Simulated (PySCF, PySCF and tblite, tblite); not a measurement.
# C4H5F3O: conformers and averaged spectra, part 3 of 3

PySCF and tblite. Atoms count from 0. Earlier steps stand in the parts before.

### Step 18. Couplings, conformer 2: B3LYP/pcJ-1+pcSseg-1

What the job is given:

```
{"job": {"xc": "B3LYP", "basis": {"default": "pcSseg-1", "H": "pcJ-1", "F": "pcJ-1"}, "nuclei": ["H", "F", "P", "Si", "B"], "kind": "j"}, "charge": 0, "multiplicity": 1}
O      1.674021     1.518740    -0.592692
C      1.805397     0.423794    -0.119219
C      0.764202    -0.664714    -0.186574
C     -0.605479    -0.182818    -0.631491
C     -1.447191     0.315405     0.514651
F     -0.858294     1.317937     1.171870
F     -1.675862    -0.657760     1.410464
F     -2.634046     0.749845     0.088577
H      2.761506     0.123896     0.382920
H      0.722375    -1.191780     0.781377
H      1.162365    -1.411674    -0.897293
H     -1.176967    -0.985841    -1.117040
H     -0.496415     0.645455    -1.347231
```

Output:

```text
coarse grid: 11792 points
cycle   1  E = -529.8574465376  dE =  1.235e+00  |g| = 1.186e+00  |ddm| = 2.902e+00
cycle   2  E = -529.1700602456  dE =  6.874e-01  |g| = 2.276e+00  |ddm| = 3.010e+00
cycle   3  E = -530.0804869506  dE = -9.104e-01  |g| = 3.475e-01  |ddm| = 2.526e+00
cycle   4  E = -530.1017853915  dE = -2.130e-02  |g| = 1.073e-01  |ddm| = 2.917e-01
cycle   5  E = -530.1035166825  dE = -1.731e-03  |g| = 2.347e-02  |ddm| = 7.016e-02
cycle   6  E = -530.1036190704  dE = -1.024e-04  |g| = 7.605e-03  |ddm| = 1.900e-02
cycle   7  E = -530.1036308553  dE = -1.178e-05  |g| = 1.470e-03  |ddm| = 6.393e-03
cycle   8  E = -530.1036312467  dE = -3.914e-07  |g| = 4.466e-04  |ddm| = 1.806e-03
final grid: 117712 points
cycle   9  E = -530.1816868174  dE = -1.323e-04  |g| = 7.632e-03  |ddm| = 1.999e-02
cycle  10  E = -530.1816676639  dE =  1.915e-05  |g| = 1.290e-02  |ddm| = 1.225e-02
cycle  11  E = -530.1816960133  dE = -2.835e-05  |g| = 2.088e-03  |ddm| = 9.015e-03
cycle  12  E = -530.1816967728  dE = -7.594e-07  |g| = 4.362e-04  |ddm| = 1.859e-03
cycle  13  E = -530.1816967992  dE = -2.642e-08  |g| = 1.475e-04  |ddm| = 2.716e-04
cycle  14  E = -530.1816968037  dE = -4.528e-09  |g| = 1.685e-05  |ddm| = 1.113e-04
cycle  15  E = -530.1816968038  dE = -5.571e-11  |g| = 5.485e-06  |ddm| = 1.712e-05
converged SCF energy = -530.1816968038

Indirect spin-spin couplings (Hz)
  i      j    bonds     total        FC       PSO       DSO        SD
  5 F    6 F    2     55.340    39.172   -32.721    -0.239    49.127
  5 F    7 F    2     64.720    41.076   -24.150    -0.331    48.125
  5 F    8 H    5      0.313     0.566     0.123    -0.384     0.009
  5 F   10 H    4     -1.704    -1.528     1.337    -1.369    -0.145
  5 F   11 H    3     28.131    29.257     0.896    -2.056     0.034
  5 F   12 H    3      0.749     0.618     0.252     0.268    -0.390
  6 F    7 F    2     65.013    42.343   -25.533    -0.366    48.570
  6 F    9 H    4      0.634     0.655    -1.371     1.621    -0.270
  6 F   10 H    4     -0.516    -0.161     0.552    -0.758    -0.149
  6 F   11 H    3      2.300     2.026     0.492     0.192    -0.410
  6 F   12 H    3     27.128    28.220     0.940    -2.003    -0.029
  7 F    8 H    5      1.220     1.364     1.081    -1.235     0.011
  7 F    9 H    4     -2.024    -1.277     0.646    -1.361    -0.032
  7 F   10 H    4      2.193     1.934     1.384    -1.292     0.167
  7 F   11 H    3      1.273     1.548     0.018     0.243    -0.537
  7 F   12 H    3      1.990     2.268    -0.097     0.341    -0.521
  8 H    9 H    3      1.163     1.145    -0.159     0.178         -
  8 H   10 H    3     -0.107    -0.028     0.433    -0.513         -
  8 H   11 H    4      0.956     1.157     1.382    -1.583         -
  8 H   12 H    4     -0.422    -0.097     1.284    -1.608         -
  9 H   10 H    2    -23.013   -23.106     1.611    -1.519         -
  9 H   11 H    3      0.554     0.695     0.575    -0.715         -
  9 H   12 H    3     13.071    13.384     2.047    -2.359         -
 10 H   11 H    3      9.706     9.653    -0.455     0.508         -
 10 H   12 H    3      0.781     0.911     0.627    -0.757         -
 11 H   12 H    2    -15.941   -16.005     1.519    -1.456         -
```

It took 39 s on 1 thread of Arm Neoverse V2, shared host; peak memory 0.92 GiB.

Key values: HOMO -7.60 eV, LUMO -1.18 eV; dipole 3.46 D.

### Step 19. Couplings, conformer 3: B3LYP/pcJ-1+pcSseg-1

What the job is given:

```
{"job": {"xc": "B3LYP", "basis": {"default": "pcSseg-1", "H": "pcJ-1", "F": "pcJ-1"}, "nuclei": ["H", "F", "P", "Si", "B"], "kind": "j"}, "charge": 0, "multiplicity": 1}
O      2.974651     0.740968     0.631037
C      2.088064    -0.021956     0.367009
C      0.742730     0.380590    -0.175527
C     -0.405170    -0.292549     0.562674
C     -1.742198    -0.034568    -0.082308
F     -2.028049     1.270231    -0.123824
F     -2.725502    -0.641492     0.585046
F     -1.772223    -0.488001    -1.341033
H      2.222998    -1.129761     0.502076
H      0.719001     0.067238    -1.235327
H      0.663551     1.476517    -0.147901
H     -0.471219     0.058716     1.603412
H     -0.271023    -1.385448     0.594422
```

Output:

```text
coarse grid: 11792 points
cycle   1  E = -529.8554031077  dE =  1.234e+00  |g| = 1.185e+00  |ddm| = 2.923e+00
cycle   2  E = -529.1632353615  dE =  6.922e-01  |g| = 2.282e+00  |ddm| = 2.877e+00
cycle   3  E = -530.0779167258  dE = -9.147e-01  |g| = 3.475e-01  |ddm| = 2.403e+00
cycle   4  E = -530.0993956702  dE = -2.148e-02  |g| = 1.103e-01  |ddm| = 2.838e-01
cycle   5  E = -530.1012416318  dE = -1.846e-03  |g| = 2.510e-02  |ddm| = 6.824e-02
cycle   6  E = -530.1013629044  dE = -1.213e-04  |g| = 7.667e-03  |ddm| = 1.973e-02
cycle   7  E = -530.1013744641  dE = -1.156e-05  |g| = 1.449e-03  |ddm| = 5.730e-03
cycle   8  E = -530.1013748521  dE = -3.879e-07  |g| = 4.261e-04  |ddm| = 1.807e-03
final grid: 117712 points
cycle   9  E = -530.1800033504  dE = -1.344e-04  |g| = 7.740e-03  |ddm| = 2.166e-02
cycle  10  E = -530.1799826366  dE =  2.071e-05  |g| = 1.326e-02  |ddm| = 1.235e-02
cycle  11  E = -530.1800127514  dE = -3.011e-05  |g| = 2.176e-03  |ddm| = 9.073e-03
cycle  12  E = -530.1800135715  dE = -8.201e-07  |g| = 4.319e-04  |ddm| = 1.800e-03
cycle  13  E = -530.1800135961  dE = -2.456e-08  |g| = 1.521e-04  |ddm| = 2.743e-04
cycle  14  E = -530.1800136009  dE = -4.832e-09  |g| = 2.090e-05  |ddm| = 1.187e-04
cycle  15  E = -530.1800136010  dE = -8.617e-11  |g| = 5.993e-06  |ddm| = 2.081e-05
converged SCF energy = -530.1800136010

Indirect spin-spin couplings (Hz)
  i      j    bonds     total        FC       PSO       DSO        SD
  5 F    6 F    2     64.693    41.965   -25.734    -0.417    48.878
  5 F    7 F    2     56.125    40.718   -32.569    -0.344    48.319
  5 F    8 H    5      2.259     2.348     0.819    -0.880    -0.028
  5 F   10 H    4      0.685     0.897    -1.342     1.294    -0.164
  5 F   11 H    3      1.170     0.927     0.501     0.129    -0.387
  5 F   12 H    3     25.537    26.654     0.946    -2.075     0.011
  6 F    7 F    2     63.892    42.451   -26.397    -0.405    48.244
  6 F    9 H    4     -1.898    -1.318     0.775    -1.289    -0.066
  6 F   10 H    4     -1.293    -0.885     0.907    -1.264    -0.051
  6 F   11 H    3      1.355     1.688    -0.046     0.247    -0.534
  6 F   12 H    3      1.701     2.012    -0.029     0.272    -0.554
  7 F    8 H    5      0.251     0.378     0.194    -0.272    -0.050
  7 F    9 H    4      0.365     0.532    -1.528     1.578    -0.217
  7 F   11 H    3     24.332    25.406     0.979    -2.079     0.026
  7 F   12 H    3      1.433     1.116     0.551     0.172    -0.406
  8 H    9 H    3      0.060     0.121     0.386    -0.446         -
  8 H   10 H    3      7.060     7.498     2.185    -2.622         -
  9 H   10 H    2    -16.054   -16.115     1.606    -1.545         -
  9 H   11 H    3     16.766    17.097     2.135    -2.466         -
  9 H   12 H    3      3.081     3.090     0.066    -0.075         -
 10 H   11 H    3      5.470     5.478    -0.086     0.079         -
 10 H   12 H    3     15.619    15.947     2.137    -2.465         -
 11 H   12 H    2    -15.658   -15.728     1.480    -1.410         -
```

Wall time 39 s (1 thread of Arm Neoverse V2, shared host); peak memory 0.91 GiB.

In short: HOMO -7.59 eV, LUMO -1.34 eV; dipole 1.64 D.

### Step 20. Couplings, conformer 4: B3LYP/pcJ-1+pcSseg-1

What the job is given:

```
{"job": {"xc": "B3LYP", "basis": {"default": "pcSseg-1", "H": "pcJ-1", "F": "pcJ-1"}, "nuclei": ["H", "F", "P", "Si", "B"], "kind": "j"}, "charge": 0, "multiplicity": 1}
O     -2.281623    -0.134639     1.604306
C     -1.707151     0.055593     0.570090
C     -0.636189    -0.852669     0.013896
C      0.454071    -0.135298    -0.766492
C      1.382239     0.663354     0.112199
F      0.710523     1.577372     0.827738
F      2.295591     1.312599    -0.612831
F      2.033808    -0.117765     0.979401
H     -1.970372     0.928329    -0.085961
H     -1.156459    -1.548646    -0.668269
H     -0.227719    -1.459686     0.835424
H      0.024128     0.562358    -1.502601
H      1.074767    -0.850418    -1.324628
```

Output:

```text
coarse grid: 11792 points
cycle   1  E = -529.8533059994  dE =  1.232e+00  |g| = 1.190e+00  |ddm| = 2.893e+00
cycle   2  E = -529.1444930382  dE =  7.088e-01  |g| = 2.306e+00  |ddm| = 2.993e+00
cycle   3  E = -530.0780012095  dE = -9.335e-01  |g| = 3.478e-01  |ddm| = 2.502e+00
cycle   4  E = -530.0995175126  dE = -2.152e-02  |g| = 1.112e-01  |ddm| = 2.842e-01
cycle   5  E = -530.1013846735  dE = -1.867e-03  |g| = 2.599e-02  |ddm| = 7.195e-02
cycle   6  E = -530.1015145365  dE = -1.299e-04  |g| = 7.450e-03  |ddm| = 2.028e-02
cycle   7  E = -530.1015251942  dE = -1.066e-05  |g| = 1.545e-03  |ddm| = 5.628e-03
cycle   8  E = -530.1015256379  dE = -4.438e-07  |g| = 5.318e-04  |ddm| = 1.988e-03
final grid: 117712 points
cycle   9  E = -530.1798511247  dE = -1.319e-04  |g| = 7.711e-03  |ddm| = 1.763e-02
cycle  10  E = -530.1798331621  dE =  1.796e-05  |g| = 1.271e-02  |ddm| = 1.175e-02
cycle  11  E = -530.1798603750  dE = -2.721e-05  |g| = 2.118e-03  |ddm| = 8.554e-03
cycle  12  E = -530.1798611515  dE = -7.766e-07  |g| = 4.576e-04  |ddm| = 1.821e-03
cycle  13  E = -530.1798611803  dE = -2.878e-08  |g| = 1.531e-04  |ddm| = 2.756e-04
cycle  14  E = -530.1798611851  dE = -4.849e-09  |g| = 2.075e-05  |ddm| = 1.150e-04
cycle  15  E = -530.1798611852  dE = -8.674e-11  |g| = 5.966e-06  |ddm| = 2.220e-05
converged SCF energy = -530.1798611852

Indirect spin-spin couplings (Hz)
  i      j    bonds     total        FC       PSO       DSO        SD
  5 F    6 F    2     65.678    39.157   -22.227    -0.330    49.078
  5 F    7 F    2     63.899    40.291   -26.027    -0.248    49.883
  5 F    8 H    5      5.195     5.449    -1.412     1.060     0.097
  5 F    9 H    4     -2.672    -2.437     1.238    -1.312    -0.161
  5 F   10 H    4      0.346     0.089     0.498    -0.044    -0.197
  5 F   11 H    3      0.800     0.576     0.447     0.161    -0.384
  5 F   12 H    3     28.779    29.897     0.917    -2.063     0.028
  6 F    7 F    2     61.595    39.413   -26.161    -0.395    48.739
  6 F    9 H    4      2.254     1.948     1.384    -1.284     0.206
  6 F   10 H    4     -1.619    -1.035     0.770    -1.313    -0.042
  6 F   11 H    3      2.115     2.513    -0.146     0.330    -0.582
  6 F   12 H    3      0.717     1.009     0.040     0.176    -0.508
  7 F    8 H    5      1.300     1.225     1.135    -0.956    -0.104
  7 F    9 H    4     -0.400    -0.089     0.827    -1.003    -0.135
  7 F   10 H    4      0.676     0.827    -1.431     1.470    -0.190
  7 F   11 H    3     25.242    26.352     0.933    -2.059     0.017
  7 F   12 H    3      1.699     1.444     0.498     0.173    -0.415
  8 H    9 H    3     -0.365    -0.245     0.721    -0.841         -
  8 H   10 H    3      6.147     6.559     2.058    -2.469         -
  8 H   12 H    4     -0.367    -0.213     1.081    -1.235         -
  9 H   10 H    2    -19.364   -19.407     1.713    -1.670         -
  9 H   11 H    3      2.518     2.562     0.258    -0.302         -
  9 H   12 H    3      7.819     7.802    -0.218     0.235         -
 10 H   11 H    3     15.548    15.871     2.137    -2.460         -
 10 H   12 H    3      1.859     1.931     0.211    -0.283         -
 11 H   12 H    2    -16.696   -16.755     1.524    -1.465         -
```

Run time: 39 s. Hardware: 1 thread of Arm Neoverse V2, shared host; peak memory 0.92 GiB.

In short: HOMO -7.44 eV, LUMO -1.16 eV; dipole 3.62 D.

### Step 21. The ensemble: properties at PBE0/pcSseg-1

What the job is given:

```
{"job": {"study": "conf", "smiles": "O=CCCC(F)(F)F", "search": {"seed": 3239, "n_embed": 90, "ff_keep": 18, "window": 4.0, "nmax": 7, "temps": [200, 250, 298.15, 350, 400], "t_ref": 298.15, "order": 0.001, "geom": true}, "level": {"nmr": {"xc": "PBE0", "basis": "pcSseg-1"}, "sp": {"xc": "PBE0", "basis": "def2-TZVP"}, "j": {"xc": "B3LYP", "basis": {"default": "pcSseg-1", "H": "pcJ-1", "F": "pcJ-1"}, "nuclei": ["H", "F", "P", "Si", "B"], "top": 4}}, "kind": "conf"}, "charge": 0, "multiplicity": 1}
O     -2.213260    -0.155961    -0.922933
C     -2.074910    -0.137102     0.270134
C     -0.779664     0.167322     0.967280
C      0.355386     0.455717     0.006323
C      1.646388     0.779336     0.705829
F      2.625487     1.017451    -0.169352
F      2.048149    -0.226198     1.495394
F      1.528171     1.865124     1.482281
H     -2.935954    -0.353450     0.953813
H     -0.543200    -0.685668     1.628325
H     -0.956336     1.017173     1.650759
H      0.105528     1.304056    -0.646844
H      0.535818    -0.405093    -0.653317
```

Output:

```text
conformer  sym    E(xTB)   E(DFT)   G(298.15 K)  weight  dipole/D
    1     Cs      0.000    0.000    0.000   0.8306    1.999
    2     C1      1.065    1.389    1.243   0.1019    3.451
    3     C1      1.527    2.146    1.672   0.0494    1.626
    4     C1      1.660    2.388    2.268   0.0181    3.614

mean shielding (ppm) by class
class atoms           200 K      250 K   298.15 K      350 K      400 K
  0 O  0           -362.109   -362.541   -363.164   -363.948   -364.718
  1 C  1            -17.776     -17.71    -17.644     -17.58    -17.529
  2 C  2            143.691    143.763    143.842    143.927    144.002
  3 C  3            155.372    155.449    155.511    155.558    155.584
  4 C  4             52.158     52.211      52.27     52.334      52.39
  5 F  5,6,7        260.697    260.638    260.575     260.51    260.453
  6 H  8             21.382     21.391     21.403     21.417     21.429
  7 H  9,10          28.697     28.707     28.719     28.733     28.746
  8 H  11,12         29.214     29.205     29.196     29.187     29.179
```

Wall time 4.8 min (1 thread of Arm Neoverse V2, shared host). This counts the runs that the step sums up.

The search (ETKDG and KDG, MMFF94s, GFN2-xTB) embedded 90 structures, kept 5 distinct ones after the force field and 4 after xTB; 4 were carried on (window 4.0 kcal/mol at the search's own energies). Energies: PBE0/def2-TZVP with D3(BJ).

Conformer by conformer (298 K):

| no. | group | mirror pair | ΔE xTB | ΔE DFT | ΔG | weight (%) | μ (D) | O0–C1–C2–C3 (°) | C1–C2–C3–C4 (°) | A, B, C (GHz) |
| --- | --- | --- | --- | --- | --- | --- | --- | --- | --- | --- |
| 1 | Cs | no | 0.00 | 0.00 | 0.00 | 83.1 | 2.00 | 0 | 179 | 4.33, 1.03, 0.99 |
| 2 | C1 | yes | 1.06 | 1.39 | 1.24 | 10.2 | 3.45 | -13 | -87 | 3.76, 1.34, 1.24 |
| 3 | C1 | yes | 1.53 | 2.15 | 1.67 | 4.9 | 1.63 | -133 | -173 | 4.86, 0.91, 0.91 |
| 4 | C1 | yes | 1.66 | 2.39 | 2.27 | 1.8 | 3.61 | -147 | 72 | 4.01, 1.22, 1.16 |

Energies in kcal/mol. ΔG holds xTB vibrations and rotation, symmetry numbers and mirror pairs.

Weights (%) by temperature:

| no. | 200 K | 250 K | 298 K | 350 K | 400 K |
| --- | --- | --- | --- | --- | --- |
| 1 | 95.0 | 89.4 | 83.1 | 76.3 | 70.3 |
| 2 | 3.7 | 7.0 | 10.2 | 13.2 | 15.5 |
| 3 | 1.0 | 2.7 | 4.9 | 7.5 | 10.0 |
| 4 | 0.3 | 0.9 | 1.8 | 3.0 | 4.3 |

How the weights hang on the way they are made:

| scheme | 1 | 2 | 3 | 4 | mean μ (D) |
| --- | --- | --- | --- | --- | --- |
| DFT free energy | 83 | 10 | 5 | 2 | 2.16 |
| DFT energy, symmetry counted | 78 | 15 | 4 | 3 | 2.25 |
| DFT energy alone | 88 | 8 | 2 | 2 | 2.14 |
| xTB energy, symmetry counted | 62 | 21 | 9 | 8 | 2.39 |
| xTB free energy | 69 | 15 | 12 | 5 | 2.25 |
| lowest conformer only | 100 | 0 | 0 | 0 | 2.00 |
| equal weights | 25 | 25 | 25 | 25 | 2.67 |
| conformers found from three starts alone | 0 | 60 | 29 | 11 | 2.94 |

Shifts against references run at the same level (¹⁹F CFCl3 177.2, ¹⁷O H2O 334.6, ¹³C TMS 184.4, ¹H TMS 31.27 ppm of shielding), by class of atoms, at 298 K:

| atoms | environment | no. 1 | no. 2 | no. 3 | average |
| --- | --- | --- | --- | --- | --- |
| C1 | aldehyde carbonyl carbon | 202.3 | 200.6 | 201.6 | 202.1 |
| C4 | CF3 carbon | 132.3 | 131.4 | 131.3 | 132.1 |
| C2 | sp3 CH2 α to a carbonyl | 40.8 | 39.3 | 40.2 | 40.6 |
| C3 | sp3 CH2 | 29.1 | 25.9 | 30.4 | 28.9 |
| H8 | hydrogen on an aldehyde carbonyl carbon | 9.89 | 9.80 | 9.61 | 9.86 |
| H9, H10 | hydrogen on an sp3 CH2 α to a carbonyl | 2.58 | 2.47 | 2.33 | 2.55 |
| H11, H12 | hydrogen on an sp3 CH2 | 2.04 | 2.28 | 2.03 | 2.07 |
| O0 | aldehyde oxygen | 696.5 | 692.7 | 723.0 | 697.7 |
| F5, F6, F7 | fluorine of a CF3 group | -83.5 | -82.1 | -83.4 | -83.3 |

Couplings (Hz, B3LYP/pcJ-1+pcSseg-1; one pair named for each class), from conformers that hold 100 % of the weight:

| pair | bonds | no. 1 | no. 2 | no. 3 | average |
| --- | --- | --- | --- | --- | --- |
| F5–F6 | 2 | 62.5 | 61.7 | 61.6 | 62.4 |
| H9–H10 | 2 | -23.3 | -23.0 | -16.1 | -22.8 |
| H11–H12 | 2 | -17.2 | -15.9 | -15.7 | -16.9 |
| H9–H11 | 3 | 14.9 | 0.7 | 16.2 | 13.3 |
| F5–H11 | 3 | 10.2 | 10.3 | 9.2 | 10.1 |
| H9–H12 | 3 | 3.9 | 11.4 | 4.3 | 4.8 |
| H8–H9 | 3 | 0.4 | 0.5 | 3.6 | 0.6 |
| H8–H11 | 4 | -0.8 | 0.3 | 0.0 | -0.6 |

Effective distances for nuclear Overhauser effects, ⟨r⁻⁶⟩^(−1/6) over all pairs of two classes (Å): H8···H9 2.52; H9···H11 2.72; H8···H11 3.60.

### Step 22. Summary of results

This closing draws on all 3 parts.

| quantity | value |
| --- | --- |
| conformers | 4; the first in weight is no. 1 (Cs), 83 % at 298 K |
| root-mean-square dipole | 2.21 D |
| averaged ¹³C shifts (PBE0/pcSseg-1) | 202.1, 132.1, 40.6, 28.9 ppm |
| averaged ¹H shifts (PBE0/pcSseg-1) | 9.86, 2.55, 2.07 ppm |
| averaged ¹⁹F shifts (PBE0/pcSseg-1) | -83.3 ppm |

At 298 K conformer 1 holds 83 % of the ensemble (95 % at 200 K, 70 % at 400 K). Among conformers over 5 %, C3 differs by 3.3 ppm, while the average moves by 0.2 ppm from 200 to 400 K. Among vicinal couplings, H9–H11 differs most between the conformers listed (14.9 for no. 1, 0.7 for no. 2, 16.2 for no. 3; average 13.3 Hz).
